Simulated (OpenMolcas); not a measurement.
# InNH4 (SMILES [NH2][InH2]) at 6 levels

We compute a comparison of 6 runs (HF/STO-3G, HF/3-21G, B2PLYP/def2-SVP, M06-2X/def2-SVP, SVWN5/def2-SVP, CCSD(T)/def2-SVP) of InNH4. 

The results are computed with OpenMolcas 26.06.

**1. The molecule**

InNH4: 6 atoms, total charge 0, spin state singlet. As SMILES, `[NH2][InH2]`. Geometry: relaxed at PBE0-D4/def2-TZVP.

Bond lengths: N1–In2 2.007 Å, N1–H3 1.006 Å, N1–H4 1.006 Å, In2–H5 1.712 Å, In2–H6 1.712 Å. Angles: N1–In2–H5 115.0°, N1–In2–H6 115.0°, In2–N1–H3 124.3°, In2–N1–H4 124.3°, H5–In2–H6 130.0°, H3–N1–H4 111.3°.

**2. Energy and forces at HF/STO-3G (run 1)**

calc.inp reads:

```
>>> EXPORT MOLCAS_PRINT=2

&GATEWAY
 BasLib = $CurrDir
 BasisSet
 N.STO-3G....
 N1 -0.092200 -1.060500 0.036600 angstrom
 End of Basis
 BasisSet
 In.STO-3G....
 In2 0.095300 0.935900 -0.048300 angstrom
 End of Basis
 BasisSet
 H.STO-3G....
 H3 -0.598000 -1.552900 0.753400 angstrom
 H4 0.311900 -1.697300 -0.629300 angstrom
 H5 1.012500 1.520500 -1.370700 angstrom
 H6 -0.687400 1.790300 1.212100 angstrom
 End of Basis

&SEWARD

&SCF
 Thresholds = 1e-10 1e-07 1e-07 1e-05
 PrOrbitals = 1 2

&ALASKA
```

The basis set STO-3G is read from a file made from the Basis Set Exchange's data (not shown).

Run with:

```console
$ export MOLCAS_MEM=1860
$ pymolcas calc.inp > calc.log
```

Output:

```text
--- Start Module: gateway ---
[...]
--- Stop Module: gateway /rc=_RC_ALL_IS_WELL_ ---
[...]
      Basis functions           36
[...]
--- Start Module: scf ---
[...]
       Convergence after  11 Iterations
[...]
::    Total SCF energy                              -5738.9355234228
[...]
      Total spin, S                                     0.0000000000
[...]
      Total electronic charge=   60.000000
      Total            charge=   -0.000000
[...]
      Dipole Moment (debye):
      Origin of the operator (angstrom)=    0.0730    0.6977   -0.0382
                   X=  1.4962E-02               Y=  9.0184E-02               Z=  1.1264E-03           Total=  9.1424E-02
      Quadrupole Moment (debye*angstrom):
[...]
--- Stop Module: scf /rc=_RC_ALL_IS_WELL_ ---
--- Start Module: alaska ---
[...]
 *              Molecular gradients               *
 **************************************************
  Irreducible representation: a
 ------------------------------------------------------------------------------------------
                              X                       Y                       Z
 ------------------------------------------------------------------------------------------
  N1               -7.14255465676228E-03   -7.63921805913625E-02    3.34238193090686E-03
  IN2               2.32726514041826E-03    2.46300569506914E-02   -9.94656641520431E-04
  H3                4.51086514570953E-03    1.28552184297992E-02   -5.59631500067503E-03
  H4               -2.04194154736670E-03    1.38373968275722E-02    4.35303393495667E-03
  H5                1.83753638536546E-02    9.80667864293672E-03   -2.66878926158594E-02
  H6               -1.60289979356536E-02    1.52628297403918E-02    2.55834483921911E-02
 ------------------------------------------------------------------------------------------
--- Stop Module: alaska /rc=_RC_ALL_IS_WELL_ ---
[...]
```

It took 1.8 s on 1 thread of Intel Xeon 6975P-C (Granite Rapids), shared host; peak memory 0.37 GiB.

**3. Energy and forces at HF/3-21G (run 2)**

calc.inp reads:

```
* H4InN Hartree-Fock

&GATEWAY
 BASLIB = $CurrDir
 COORD
 6
 angstrom
 N       -0.092200      -1.060500       0.036600
 In       0.095300       0.935900      -0.048300
 H       -0.598000      -1.552900       0.753400
 H        0.311900      -1.697300      -0.629300
 H        1.012500       1.520500      -1.370700
 H       -0.687400       1.790300       1.212100
 BASIS = 3-21G
 GROUP = NoSym

&SEWARD

&SCF
 THRESHOLDS = 1e-10 1e-07 1e-07 1e-05
 PRORBITALS = 0

&ALASKA
```

The basis set 3-21G is read from a file made from the Basis Set Exchange's data (not shown).

Run with:

```console
$ export MOLCAS_MEM=1860
$ pymolcas calc.inp > calc.log
```

Output:

```text
--- Start Module: gateway ---
[...]
--- Stop Module: gateway /rc=_RC_ALL_IS_WELL_ ---
[...]
      Basis functions           48
[...]
--- Start Module: scf ---
[...]
       Convergence after  11 Iterations
[...]
::    Total SCF energy                              -5771.1790740733
[...]
      Total spin, S                                     0.0000000000
[...]
      Total electronic charge=   60.000000
      Total            charge=   -0.000000
[...]
      Dipole Moment (debye):
      Origin of the operator (angstrom)=    0.0730    0.6977   -0.0382
                   X= -4.9556E-02               Y= -6.2279E-01               Z=  3.3391E-02           Total=  6.2565E-01
      Quadrupole Moment (debye*angstrom):
[...]
--- Stop Module: scf /rc=_RC_ALL_IS_WELL_ ---
--- Start Module: alaska ---
[...]
 *              Molecular gradients               *
 **************************************************
  Irreducible representation: a
 ------------------------------------------------------------------------------------------
                              X                       Y                       Z
 ------------------------------------------------------------------------------------------
  N1               -3.02674269293313E-04   -1.55218750277797E-03    1.44198290857878E-05
  IN2               1.73566963876937E-03    1.83915434440785E-02   -7.21249143371905E-04
  H3               -1.68951387610106E-03    2.69461893132039E-04    2.67732489342398E-03
  H4                1.81290342927842E-03   -3.31445185489443E-04   -2.65153498368687E-03
  H5               -7.74350710766125E-03   -7.27646898635648E-03    1.09247899630098E-02
  H6                6.18712218499828E-03   -9.50090366257328E-03   -1.02437505584527E-02
 ------------------------------------------------------------------------------------------
--- Stop Module: alaska /rc=_RC_ALL_IS_WELL_ ---
[...]
```

It took 2.1 s on 1 thread of Intel Xeon 6975P-C (Granite Rapids), shared host; peak memory 0.38 GiB.

Run 3 isn't shown in full; the table further down has it.

**4. Energy and forces at M06-2X/def2-SVP (core potential) (run 4)**

mol.input reads:

```
&GATEWAY
BasLib=$CurrDir
Coord
6
angstrom
N       -0.092200      -1.060500       0.036600
In       0.095300       0.935900      -0.048300
H       -0.598000      -1.552900       0.753400
H        0.311900      -1.697300      -0.629300
H        1.012500       1.520500      -1.370700
H       -0.687400       1.790300       1.212100
Basis=def2-SVP
Group=NoSym
&SEWARD
GridInput
Grid=UltraFine
End of Grid
&SCF
KSDFT=M062X
Thresholds=1e-10 1e-07 1e-07 1e-05
PrOrbitals=1 2
&ALASKA
```

The basis set def2-SVP is read from a file made from the Basis Set Exchange's data (not shown).

Run with:

```console
$ export MOLCAS_MEM=1860
$ pymolcas mol.input > mol.log
```

Output:

```text
--- Start Module: gateway ---
[...]
--- Stop Module: gateway /rc=_RC_ALL_IS_WELL_ ---
[...]
      Basis functions           60
[...]
--- Start Module: scf ---
[...]
       Convergence after  12 Iterations
[...]
::    Total KS-DFT energy                            -247.1127369041
[...]
      Total spin, S                                     0.0000000000
[...]
      Total electronic charge=   32.000000
      Total            charge=   -0.000000
[...]
      Dipole Moment (debye):
      Origin of the operator (angstrom)=    0.0730    0.6977   -0.0382
                   X= -5.2875E-02               Y= -6.3139E-01               Z=  3.1968E-02           Total=  6.3441E-01
      Quadrupole Moment (debye*angstrom):
[...]
--- Stop Module: scf /rc=_RC_ALL_IS_WELL_ ---
[...]
--- Start Module: alaska ---
[...]
 *              Molecular gradients               *
 **************************************************
  Irreducible representation: a
 ------------------------------------------------------------------------------------------
                              X                       Y                       Z
 ------------------------------------------------------------------------------------------
  N1                9.10591364344793E-06    4.28836652536013E-04    1.73765899293965E-05
  IN2              -3.81828367383763E-04   -3.88980226724911E-03    2.01148317695687E-04
  H3                3.06826311140984E-03    4.56644162883579E-03   -4.16702801694369E-03
  H4               -2.11205794479330E-03    5.34478040670328E-03    3.69834558676940E-03
  H5               -3.28953059913895E-03   -2.74367677005438E-03    4.68114499819272E-03
  H6                2.70604788627371E-03   -3.70657965070365E-03   -4.43098747564008E-03
 ------------------------------------------------------------------------------------------
--- Stop Module: alaska /rc=_RC_ALL_IS_WELL_ ---
[...]
```

Run time: 12 s. Hardware: 1 thread of Intel Xeon 6975P-C (Granite Rapids), shared host; peak memory 0.4 GiB.

Run 5 isn't shown in full; the table further down has it.

**5. The energy at CCSD(T)/def2-SVP (core potential) (run 6)**

struct.xyz reads:

```xyz
6

N     -0.092200    -1.060500     0.036600
In     0.095300     0.935900    -0.048300
H     -0.598000    -1.552900     0.753400
H      0.311900    -1.697300    -0.629300
H      1.012500     1.520500    -1.370700
H     -0.687400     1.790300     1.212100
```

calc.inp reads:

```
* H4InN CCSD(T)

&gateway
 baslib=$CurrDir
 coord=struct.xyz
 basis=def2-SVP
 group=NoSym

&seward

&scf
 thresholds=1e-10 1e-07 1e-07 1e-05
 prorbitals=1 2

&rasscf
 fileorb=$Project.ScfOrb
 spin=1
 nactel=0 0 0
 inactive=16
 ras2=0
 outorbitals=Canonical
 orblisting=NoCore

&motra
 jobiph
 frozen=5

&ccsdt
 cct
 triples=2
 iterations=80
 accuracy=1e-08
 extrapolation=5 4
```

The basis set def2-SVP is read from a file made from the Basis Set Exchange's data (not shown).

Run with:

```console
$ export MOLCAS_MEM=1860
$ pymolcas calc.inp > calc.log
```

Output:

```text
--- Start Module: gateway ---
[...]
--- Stop Module: gateway /rc=_RC_ALL_IS_WELL_ ---
[...]
      Basis functions           60
[...]
       Convergence after  13 Iterations
[...]
::    Total SCF energy                               -245.9129511943
[...]
      Total spin, S                                     0.0000000000
[...]
      Number of active orbitals                  0
[...]
      Spin quantum number                      0.0
[...]
      Active orbitals                            0
[...]
      Number of CSFs                             1
[...]
      Number of root(s) required                 1
[...]
      Convergence after  4 iterations
[...]
      Natural orbitals and occupation numbers for root  1
      ************************************************************************************************************************
      *                                                    Final results                                                     *
      ************************************************************************************************************************
[...]
::    RASSCF root number  1 Total energy:   -245.91295119
[...]
      Total electronic charge=   32.000000
      Total            charge=   -0.000000
[...]
      Dipole Moment (debye):
      Origin of the operator (angstrom)=    0.0730    0.6977   -0.0382
                   X= -1.8267E-02               Y= -2.6797E-01               Z=  1.6892E-02           Total=  2.6913E-01
      Quadrupole Moment (debye*angstrom):
[...]
--- Start Module: motra ---
[...]
      *** WARNING: Default frozen orbitals is overwritten by user input.
      *** Default values:   1
[...]
--- Stop Module: motra /rc=_RC_ALL_IS_WELL_ ---
--- Start Module: ccsdt ---
[...]
      Convergence after                    14  Iterations
      Total energy (diff) :    -246.21399585       0.00000001
[...]
 METHOD                       : CCSD+T(CCSD)+<T3(1)WT1> = CCSD(T)
[...]
       CCSD     =      -246.2139958501116
[...]
--- Stop Module: ccsdt /rc=_RC_ALL_IS_WELL_ ---
[...]
```

Wall time 9.6 s (1 thread of Intel Xeon 6975P-C (Granite Rapids), shared host); peak memory 0.39 GiB.

**6. All runs side by side**

```
run                              level      task  frozen core orbitals   energy (Eh)  dipole moment (D) of the reference  HOMO energy (eV)  LUMO energy (eV)  wall time
  1                          HF/STO-3G  gradient                     –  -5738.935523                                0.09             -7.15              6.65      1.8 s
  2                           HF/3-21G  gradient                     –  -5771.179074                                0.63             -9.75              1.69      2.1 s
  3   B2PLYP/def2-SVP (core potential)    energy                     5   -246.876786                                0.54             -7.95             -0.04      7.5 s
  4   M06-2X/def2-SVP (core potential)  gradient                     –   -247.112737                                0.63             -8.09             -0.39       12 s
  5    SVWN5/def2-SVP (core potential)  gradient                     –   -246.421212                                1.11             -5.68             -1.85        9 s
  6  CCSD(T)/def2-SVP (core potential)    energy                     5   -246.222250                                0.27            -10.09              1.51      9.6 s
```

**7. Results**

| quantity | value |
| --- | --- |
| run 6: total energy | -246.22225 Eh |
| run 6: dipole moment (mean-field density) | 0.27 D |
| run 6: HOMO energy (Hartree–Fock orbitals) | -10.09 eV |
| run 6: LUMO energy (Hartree–Fock orbitals) | 1.51 eV |
| run 6: HOMO–LUMO gap (Hartree–Fock orbitals) | 11.60 eV |
| run 6: correlation energy (5 core orbitals frozen) | -309.3 mEh |
| run 6: (T) correction | -8.25 mEh |

What this shows: Over runs 1, 2, 3, 4, 5 the dipole moment (its size) runs from 0.09 D (HF/STO-3G) to 1.11 D (SVWN5/def2-SVP). The two ends differ in method and basis and core potential. The two dipoles point in opposite directions. Over runs 1, 2, 3, 4, 5 the HOMO–LUMO gap runs from 3.83 eV (SVWN5/def2-SVP) to 13.79 eV (HF/STO-3G). For B2PLYP the log adds the whole second-order term; the table takes 0.27 of it, as the functional is defined. Totals of different functionals can't be ranked against each other. Some runs of one species differ in core potentials or relativity; totals across that change don't compare. In run 1 the basis is minimal, so the values are rough. In runs 1, 2 relativity is left out where basis or elements ask for it. All runs together took 42 s, the longest 12 s.
